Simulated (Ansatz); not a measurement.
**SnO2 (Cassiterite): a point defect seen from the nuclei (Cl on an O site)**

How do the nuclei near a point defect see it? The defect is Cl on an O site in SnO2 (Cassiterite) (cell charge +1), first unrelaxed. The cell is a supercell built from a deposited structure from the Crystallography Open Database (COD). Planned: a single point, then a relaxation.

Computed with Ansatz 0.2.0 (DFT, PBE, plane-wave PAW, default files, scalar-relativistic, unless a step's input says otherwise).

### 1 Starting point

The structure is orthorhombic, space group Fmm2 (No. 42). Conventional cell: a = 6.373 Å, b = 13.401 Å, c = 13.401 Å, α = 90.00°, β = 90.00°, γ = 90.00°. Sn (site symmetry mm2) is surrounded by 5 O at 2.05 to 2.06 Å and 1 Cl at 2.06 Å. Sn (site symmetry mm2) has 6 O at 2.05 to 2.06 Å as nearest neighbours. Sn (site symmetry m) is surrounded by 6 O at 2.05 to 2.06 Å. Around Sn (site symmetry m) lie 5 O at 2.05 to 2.06 Å and 1 Cl at 2.05 Å. Sn (site symmetry 2) has 6 O at 2.05 to 2.06 Å as nearest neighbours. Cl (site symmetry mm2) has 3 Sn at 2.05 to 2.06 Å as nearest neighbours. Around O (site symmetry mm2) lie 3 Sn at 2.05 to 2.06 Å. O (site symmetry m) has 3 Sn at 2.05 to 2.06 Å as nearest neighbours. Only part of the 13 independent sites is listed.

Coordinates:

```xyz
24
Lattice="-4.7380 4.7380 3.1865 4.7380 -4.7380 3.1865 4.7380 4.7380 -3.1865" Properties=species:S:1:pos:R:3 pbc="T T T"
Sn    0.0000    0.0000    0.0000
Sn    0.0000    0.0000    3.1865
Sn    0.0000    4.7380    0.0000
Sn    4.7380    0.0000    0.0000
Sn    2.3690    2.3690    1.5933
Sn    2.3690    2.3690   -1.5933
Sn    2.3690   -2.3690    1.5933
Sn   -2.3690    2.3690    1.5933
Cl    1.4550    1.4550    0.0000
O     1.4550    1.4550    3.1865
O     1.4550    6.1930    0.0000
O     6.1930    1.4550    0.0000
O     0.9140    3.8240    1.5932
O     5.6520   -0.9140    1.5933
O     0.9140   -0.9140    1.5933
O     0.9140   -0.9140    4.7797
O     3.2830    3.2830    0.0000
O     3.2830    3.2830    3.1865
O    -1.4550    3.2830    3.1865
O     3.2830   -1.4550    3.1865
O     3.8240    0.9140    1.5933
O    -0.9140    5.6520    1.5933
O    -0.9140    0.9140    4.7797
O    -0.9140    0.9140    1.5933
```

Atom 9 of the input is the impurity.

### 2 First run, atoms as given

input.yaml

```yaml
crystal:
  lattice:
    - [-4.738, 4.738, 3.1865]
    - [4.738, -4.738, 3.1865]
    - [4.738, 4.738, -3.1865]
  atoms:
    - { symbol: Sn, position: [0.0, 0.0, 0.0] }
    - { symbol: Sn, position: [0.5, 0.5, 0.0] }
    - { symbol: Sn, position: [0.5, 0.0, 0.5] }
    - { symbol: Sn, position: [0.0, 0.5, 0.5] }
    - { symbol: Sn, position: [0.5, 0.5, 0.5] }
    - { symbol: Sn, position: [0.0, 0.0, 0.5] }
    - { symbol: Sn, position: [0.0, 0.5, 0.0] }
    - { symbol: Sn, position: [0.5, 0.0, 0.0] }
    - { symbol: Cl, position: [0.15355, 0.15355, 0.3071] }
    - { symbol: O, position: [0.65355, 0.65355, 0.3071] }
    - { symbol: O, position: [0.65355, 0.15355, 0.8071] }
    - { symbol: O, position: [0.15355, 0.65355, 0.8071] }
    - { symbol: O, position: [0.65355, 0.34645, 0.5] }
    - { symbol: O, position: [0.15355, 0.84645, 0.5] }
    - { symbol: O, position: [0.15355, 0.34645, 0.0] }
    - { symbol: O, position: [0.65355, 0.84645, 0.0] }
    - { symbol: O, position: [0.34645, 0.34645, 0.6929] }
    - { symbol: O, position: [0.84645, 0.84645, 0.6929] }
    - { symbol: O, position: [0.84645, 0.34645, 0.1929] }
    - { symbol: O, position: [0.34645, 0.84645, 0.1929] }
    - { symbol: O, position: [0.34645, 0.65355, 0.5] }
    - { symbol: O, position: [0.84645, 0.15355, 0.5] }
    - { symbol: O, position: [0.84645, 0.65355, 0.0] }
    - { symbol: O, position: [0.34645, 0.15355, 0.0] }
total_charge: 1
kpoints:
  mp_grid: { grid: [4, 4, 4] }
scf:
  occupations: { method: fermi_dirac, width: 0.01 }
hamiltonian:
  xc: pbe
  pseudopotentials: { kind: paw }
output:
  forces: true
  stress: true
  populations: true
  efg:
    quadrupole_moments_barn: { Sn: -0.132, Cl: -0.08112, O: -0.02558 }
    contact_densities: true
```

On the command line:

```sh
ansatz run input.yaml --threads 1 --pin off --max-ram 3072MiB --backend cpu --events-out ev --progress --plain --runs-dir out
```

Standard output:

```text
Warning: RAYON_NUM_THREADS=1 ignored (pool sized by the plan → 1); use --threads N
Sn: output.efg is read without spin–orbit coupling, which moves field gradients at and beside such atoms by some per cent and up to a factor of two; PAW files take it under magnetization.noncollinear and magnetization.spin_orbit
Engine: ansatz 0.2.0, aarch64-unknown-linux-gnu
Pseudopotentials: kind: paw
Pseudopotential: Sn, paw, valence charge 14, recommended cutoff 420 eV (normal), Sn.paw.azcp
Pseudopotential: Cl, paw, valence charge 7, recommended cutoff 420 eV (normal), Cl.paw.azcp
Pseudopotential: O, paw, valence charge 6, recommended cutoff 420 eV (normal), O.paw.azcp
Functional definition: PBE
  parameter kappa = 0.804
  parameter beta = 0.06672455060314922
  exchange = pbe_x(kappa = kappa, mu = beta*pi^2/3)
  correlation = pbe_c(beta = beta)
Crystal: 24 atoms, lattice volume = 286.130 Å³
Basis set: ecut = 420 eV, 5619 PW (Γ), exchange–correlation on 100×100×100 points (8 copies of the dense FFT grid, shifted against one another)
Bands: 128, of which v1, the nominal top of the filled ones, is band 104 counted from 1 (103 counted from 0)
Symmetry: 4 space group operations
Space group: Fmm2 (ITA 42), of the structure as read, at distance tolerance 6.6e-5 Å
k-points: 18 of 64 (time reversal used)
Non-local potential: Sn, projectors of the file, l = 0: 2, l = 1: 2, l = 2: 2, l = 3: 2
Non-local potential: Cl, projectors of the file, l = 0: 2, l = 1: 2, l = 2: 2
Non-local potential: O, projectors of the file, l = 0: 2, l = 1: 2, l = 2: 1
PAW form: soft (Blöchl's): semilocal exchange-correlation on the pseudo side does not see the compensation charge
PAW one-centre angular grid: Sn, 590 points (default); XC on 64 Gauss nodes
PAW one-centre angular grid: Cl, 110 points (default); XC on 64 Gauss nodes
PAW one-centre angular grid: O, 110 points (default); XC on 64 Gauss nodes
Initial density: superposition of atomic densities (neutral atoms scaled as one to the charged cell's electrons: chi_scale 0, normalization atom), corrected by the library's trained network
Initial wavefunctions: pseudopotential atomic-orbital guess
Functional: x = pbe(κ = 0.804, μ = 0.2195149727645171), c = pbe(β = 0.06672455060314922)
SCF iter   1: F=—  HF=-57789.159129 eV  |F-HF|=—  |Δ(HF+E_count)|=         —  Δρ=1.13e-2  dr2=2.99e-1  ethr=1.77e-3  ⟨swp⟩=6.7  Hψ=10254  notcnv=0  defer=111
preconditioner: auto → Resta (q_TF=auto, 2.587 Å⁻¹)  ε∞=3.6  [insulator: Δε(μ)=1.442 eV  Ē_g=19.646 eV  σ=0.010 eV  W_gap=1.00  n_scr=86 (ndim 8)  ℏωp=31.7 eV  f_vac=0.019  D(μ)=0.00/eV (n_scr^D=0)  ε∞_Penn≈3.6]
SCF iter   2: F=—  HF=-57789.043474 eV  |F-HF|=—  |Δ(HF+E_count)|=   1.16e-1  Δρ=4.47e-3  dr2=5.65e-2  ethr=1.44e-4  ⟨swp⟩=2.3  Hψ=4056  notcnv=0  defer=330
SCF iter   3: F=—  HF=-57789.019334 eV  |F-HF|=—  |Δ(HF+E_count)|=   2.41e-2  Δρ=1.66e-3  dr2=9.10e-3  ethr=2.72e-5  ⟨swp⟩=2.5  Hψ=3969  notcnv=0  defer=330
SCF iter   4: F=—  HF=-57789.016269 eV  |F-HF|=—  |Δ(HF+E_count)|=   3.07e-3  Δρ=6.79e-4  dr2=1.34e-3  ethr=4.37e-6  ⟨swp⟩=2.0  Hψ=3169  notcnv=0  defer=330
SCF iter   5: F=—  HF=-57789.016051 eV  |F-HF|=—  |Δ(HF+E_count)|=   2.18e-4  Δρ=2.71e-4  dr2=1.98e-4  ethr=6.44e-7  ⟨swp⟩=2.0  Hψ=3170  notcnv=0  defer=330
SCF iter   6: F=—  HF=-57789.016053 eV  |F-HF|=—  |Δ(HF+E_count)|=   2.27e-6  Δρ=1.03e-4  dr2=3.08e-5  ethr=9.50e-8  ⟨swp⟩=2.2  Hψ=3064  notcnv=0  defer=330
SCF iter   7: F=—  HF=-57789.016369 eV  |F-HF|=—  |Δ(HF+E_count)|=   3.16e-4  Δρ=3.28e-5  dr2=2.95e-6  ethr=1.48e-8  ⟨swp⟩=2.0  Hψ=3881  notcnv=0  defer=330
SCF iter   8: F=—  HF=-57789.016370 eV  |F-HF|=—  |Δ(HF+E_count)|=   1.51e-6  Δρ=1.93e-5  dr2=8.32e-7  ethr=1.42e-9  ⟨swp⟩=2.0  Hψ=3107  notcnv=0  defer=330
SCF iter   9: F=-57789.016370 eV  HF=-57789.016370 eV  |F-HF|=4.55e-8  |Δ(HF+E_count)|=   1.64e-7  Δρ=4.77e-6  dr2=5.58e-8  ethr=4.81e-11  ⟨swp⟩=14.3  Hψ=14159  notcnv=0
SCF 1 converged in 9 iterations: F = -57789.016370 eV  dr2 = 5.58e-8
SCF converged after 9 iterations
Free energy (F): -57789.016370 eV
Harris-Foulkes:  -57789.016370 eV  (|F-HF|=4.55e-8)
Internal energy: -57789.016370 eV  (E = F + TS)
E sigma→0 (E₀):  -57789.016370 eV
Fermi energy:    10.791559 eV
--- Per-component energies (eV) ---
  E_band       = -383.789567
  E_kinetic    = 4333.156278
  E_local      = -11202.873710  (includes V_loc(G=0)·N_el)
  E_nonlocal   = 520.954173
  E_hartree    = 5886.724988
  E_xc         = -4251.309995
  E_vxc        = -2281.924113  (∫ρ·V_xc dr)
  E_paw        = -36221.305625  (= ΣΔE_a)
  E_vpaw       = -3526.581826  (= ΣTr[D̂ρ^β])
  E_aug_tail   = 0.037502  (compensation charges beyond the density's cutoff)
  E_ewald      = -16854.399981
  E_smearing   = -0.000000  (= −TS)
  E_closure    = -0.000000  (closes the sum)
  E_deformation_potential = 18.283368  (in the stress; not in F)
  Σ components = -57789.016370   (vs F -57789.016370, Δ=0.00e0)
--- Forces (eV/Å), atoms counted from 1 ---
  atom   1  Sn    -7.86686775    -7.86686775     0.00000000
  atom   2  Sn    -0.09345589    -0.09345589     0.00000000
  atom   3  Sn    -0.05318407     0.41550423     0.00000000
  atom   4  Sn     0.41550423    -0.05318407    -0.00000000
  atom   5  Sn     4.98069818     4.98069818     8.50302738
  atom   6  Sn     4.98069818     4.98069818    -8.50302738
  atom   7  Sn    -0.15436183    -0.15436183     0.00000000
  atom   8  Sn    -0.15436183    -0.15436183     0.00000000
  atom   9  Cl    -2.27821561    -2.27821561     0.00000000
  atom  10  O     -0.18792083    -0.18792083     0.00000000
  atom  11  O     -0.20985505    -0.22721458     0.00000000
  atom  12  O     -0.22721458    -0.20985505     0.00000000
  atom  13  O      0.34958814    -0.55374218    -0.16981066
  atom  14  O      0.34958814    -0.55374218     0.16981066
  atom  15  O      0.14856495     0.19522016    -0.15764294
  atom  16  O      0.14856495     0.19522016     0.15764294
  atom  17  O     -0.10974002    -0.10974002     0.00000000
  atom  18  O      0.13976904     0.13976904    -0.00000000
  atom  19  O      0.16816523     0.37109070    -0.00000000
  atom  20  O      0.37109070     0.16816523    -0.00000000
  atom  21  O     -0.55374218     0.34958814    -0.16981066
  atom  22  O     -0.55374218     0.34958814     0.16981066
  atom  23  O      0.19522016     0.14856495     0.15764294
  atom  24  O      0.19522016     0.14856495    -0.15764294
  max |Σ_I F_I| component: 1.03e-5 eV/Å
--- Stress (GPa, compression-positive) ---
       21.742536      10.291462      -0.000000
       10.291462      21.742536      -0.000000
       -0.000000      -0.000000      28.209131
  P = ⅓ Tr σ = 23.8981 GPa (238.981 kbar)
--- PAW observables at the nuclei: V_zz in 10²¹ V/m², potentials from the cell's mean, atoms counted from 1 ---
  atom   1  Sn V_zz =    +5.919164   η = 0.9062   by run symmetry: allowed   C_q = -18.8925 MHz
            electrostatic potential = -8174.751516 V   contact ρ = 1236241.712383 e/Å³
  atom   2  Sn V_zz =    -6.556088   η = 0.5419   by run symmetry: allowed   C_q = +20.9254 MHz
            electrostatic potential = -8175.262516 V   contact ρ = 1236231.777338 e/Å³
  atom   3  Sn V_zz =    +5.752390   η = 0.6177   by run symmetry: allowed   C_q = -18.3602 MHz
            electrostatic potential = -8175.394215 V   contact ρ = 1236231.618783 e/Å³
  atom   4  Sn V_zz =    +5.752390   η = 0.6177   by run symmetry: allowed   C_q = -18.3602 MHz
            electrostatic potential = -8175.394215 V   contact ρ = 1236231.618783 e/Å³
  atom   5  Sn V_zz =    -5.992445   η = 0.9003   by run symmetry: allowed   C_q = +19.1264 MHz
            electrostatic potential = -8174.664758 V   contact ρ = 1236240.515434 e/Å³
  atom   6  Sn V_zz =    -5.992445   η = 0.9003   by run symmetry: allowed   C_q = +19.1264 MHz
            electrostatic potential = -8174.664758 V   contact ρ = 1236240.515434 e/Å³
  atom   7  Sn V_zz =    -6.287661   η = 0.4793   by run symmetry: allowed   C_q = +20.0686 MHz
            electrostatic potential = -8175.487746 V   contact ρ = 1236231.782012 e/Å³
  atom   8  Sn V_zz =    -6.287661   η = 0.4793   by run symmetry: allowed   C_q = +20.0686 MHz
            electrostatic potential = -8175.487746 V   contact ρ = 1236231.782012 e/Å³
  atom   9  Cl V_zz =   -13.976610   η = 0.0060   by run symmetry: allowed   C_q = +27.4147 MHz
            electrostatic potential = -1779.541713 V   contact ρ = 24093.970537 e/Å³
  atom  10  O  V_zz =   -11.186303   η = 0.0637   by run symmetry: allowed   C_q = +6.9190 MHz
            electrostatic potential = -627.688372 V   contact ρ = 2157.014252 e/Å³
  atom  11  O  V_zz =   -10.644647   η = 0.1271   by run symmetry: allowed   C_q = +6.5839 MHz
            electrostatic potential = -628.093854 V   contact ρ = 2156.892752 e/Å³
  atom  12  O  V_zz =   -10.644647   η = 0.1271   by run symmetry: allowed   C_q = +6.5839 MHz
            electrostatic potential = -628.093854 V   contact ρ = 2156.892752 e/Å³
  atom  13  O  V_zz =   -10.651435   η = 0.1862   by run symmetry: allowed   C_q = +6.5881 MHz
            electrostatic potential = -627.848027 V   contact ρ = 2156.883206 e/Å³
  atom  14  O  V_zz =   -10.651435   η = 0.1862   by run symmetry: allowed   C_q = +6.5881 MHz
            electrostatic potential = -627.848027 V   contact ρ = 2156.883206 e/Å³
  atom  15  O  V_zz =   -10.179635   η = 0.0690   by run symmetry: allowed   C_q = +6.2963 MHz
            electrostatic potential = -627.814389 V   contact ρ = 2157.033008 e/Å³
  atom  16  O  V_zz =   -10.179635   η = 0.0690   by run symmetry: allowed   C_q = +6.2963 MHz
            electrostatic potential = -627.814389 V   contact ρ = 2157.033008 e/Å³
  atom  17  O  V_zz =   -10.732943   η = 0.0145   by run symmetry: allowed   C_q = +6.6386 MHz
            electrostatic potential = -627.635857 V   contact ρ = 2157.077946 e/Å³
  atom  18  O  V_zz =   -11.001802   η = 0.0827   by run symmetry: allowed   C_q = +6.8049 MHz
            electrostatic potential = -627.848507 V   contact ρ = 2156.964333 e/Å³
  atom  19  O  V_zz =   -10.117803   η = 0.1262   by run symmetry: allowed   C_q = +6.2581 MHz
            electrostatic potential = -627.999976 V   contact ρ = 2156.940934 e/Å³
  atom  20  O  V_zz =   -10.117803   η = 0.1262   by run symmetry: allowed   C_q = +6.2581 MHz
            electrostatic potential = -627.999976 V   contact ρ = 2156.940934 e/Å³
  atom  21  O  V_zz =   -10.651435   η = 0.1862   by run symmetry: allowed   C_q = +6.5881 MHz
            electrostatic potential = -627.848027 V   contact ρ = 2156.883206 e/Å³
  atom  22  O  V_zz =   -10.651435   η = 0.1862   by run symmetry: allowed   C_q = +6.5881 MHz
            electrostatic potential = -627.848027 V   contact ρ = 2156.883206 e/Å³
  atom  23  O  V_zz =   -10.179635   η = 0.0690   by run symmetry: allowed   C_q = +6.2963 MHz
            electrostatic potential = -627.814389 V   contact ρ = 2157.033008 e/Å³
  atom  24  O  V_zz =   -10.179635   η = 0.0690   by run symmetry: allowed   C_q = +6.2963 MHz
            electrostatic potential = -627.814389 V   contact ρ = 2157.033008 e/Å³
--- Band table (eV; the first three rows and the last of 18) ---
  k-point 0: bands = ["-12.5908", "-11.4220", "-11.3424", "-11.2585", "-11.1591", "-10.9192", "-10.8662", "-10.6955", "-10.6824", "-10.6758", "-10.6036", "-10.5835", "-10.5568", "-10.5258", "-10.5078", "-10.4034", "-10.3487", "-10.3098", "-10.2866", "-10.1446", "-10.0633", "-9.8062", "-9.7658", "-9.7519", "-9.7470", "-9.7341", "-9.7086", "-9.7085", "-9.6830", "-9.6648", "-9.6125", "-9.5856", "-9.5686", "-9.5247", "-9.5208", "-9.4976", "-9.4896", "-9.4760", "-9.4288", "-9.4033", "-9.2262", "-8.1291", "-7.4983", "-7.4490", "-7.4362", "-7.2046", "-7.1726", "-7.1585", "-7.0524", "-7.0422", "-6.8258", "-5.5751", "-5.3905", "-5.3079", "-5.2322", "-5.0414", "0.4201", "0.8398", "2.5901", "3.0784", "3.3784", "3.4720", "3.9542", "4.0583", "4.5065", "4.6026", "4.6591", "4.7254", "5.0764", "5.5796", "5.8284", "5.8604", "5.9230", "6.0303", "6.1726", "6.2968", "6.5441", "6.8401", "7.0014", "7.3722", "7.9620", "7.9636", "8.0761", "8.1300", "8.2068", "8.3656", "8.3904", "8.4127", "8.6114", "8.7383", "8.8325", "8.9311", "8.9575", "9.0672", "9.1338", "9.1386", "9.1644", "9.2421", "9.2800", "9.3489", "9.3600", "9.4368", "9.4865", "10.0850", "11.4981", "14.1814", "14.8160", "15.1575", "15.4814", "15.6348", "16.3494", "16.5884", "16.6917", "16.7503", "16.9465", "17.3554", "17.6809", "17.9000", "18.0691", "18.3565", "19.0847", "19.1060", "19.2485", "20.1410", "20.5516", "21.0138", "21.0396", "21.1575"]
[... 3 lines left out ...]
--- Löwdin populations: 24 sites ---
  site symbol       q [e]
     0     Sn     12.2989
     1     Sn     12.2228
     2     Sn     12.2294
     3     Sn     12.2294
     4     Sn     12.2906
     5     Sn     12.2906
     6     Sn     12.2232
     7     Sn     12.2232
     8     Cl      6.8587
     9      O      6.7956
    10      O      6.7931
    11      O      6.7931
    12      O      6.8026
    13      O      6.8026
    14      O      6.8002
    15      O      6.8002
    16      O      6.7983
    17      O      6.7875
    18      O      6.8007
    19      O      6.8007
    20      O      6.8026
    21      O      6.8026
    22      O      6.8002
    23      O      6.8002
  spilling = 0.005542 (of n_electrons = 208.000000)
```

Wall time 1.9 min (1 thread of Arm Neoverse V1, shared host); peak memory 0.81 GiB.

The run ends with gap on the mesh 1.41 eV, largest force 11.125 eV/Å, pressure 23.9 GPa.

Site by site (atoms counted from 1): 11 of 13, those nearest the defect, the farthest of each element and the two largest gradients.

```csv
site,atoms,distance from the defect (Å),V_zz (10²¹ V/m²),η,C_Q (MHz)
Cl,9,0.00,-13.98,0.01,27.4 (³⁵Cl)
Sn5,"5, 6",2.05,-5.99,0.90,–
Sn1,1,2.06,5.92,0.91,–
O17,17,2.59,-10.73,0.01,6.64 (¹⁷O)
O15,"15, 16, 23, 24",2.91,-10.18,0.07,6.30 (¹⁷O)
O13,"13, 14, 21, 22",2.91,-10.65,0.19,6.59 (¹⁷O)
O10,10,3.19,-11.19,0.06,6.92 (¹⁷O)
O19,"19, 20",3.44,-10.12,0.13,6.26 (¹⁷O)
Sn3,"3, 4",3.59,5.75,0.62,–
Sn7,"7, 8",4.24,-6.29,0.48,–
O11,"11, 12",4.74,-10.64,0.13,6.58 (¹⁷O)
```

Conventions: |V_zz| ≥ |V_yy| ≥ |V_xx|, η = (V_xx − V_yy)/V_zz, C_Q = eQV_zz/h. Q values from Pyykkö, Mol. Phys. 116, 1328 (2018). A dash under C_Q marks elements without a common quadrupolar isotope.

Direction of the V_zz axis (Cartesian unit vector):

```csv
site,atom,x,y,z
Sn2,2,0.00,0.00,1.00
Sn3,3,-0.70,0.71,0.00
Sn7,7,0.01,-0.01,1.00
Cl,9,-0.71,0.71,0.00
O10,10,0.71,-0.71,0.00
O11,11,-0.71,0.71,0.00
O13,13,0.72,0.70,-0.01
O15,15,0.72,0.70,0.02
```

[end of part 1 of 2]
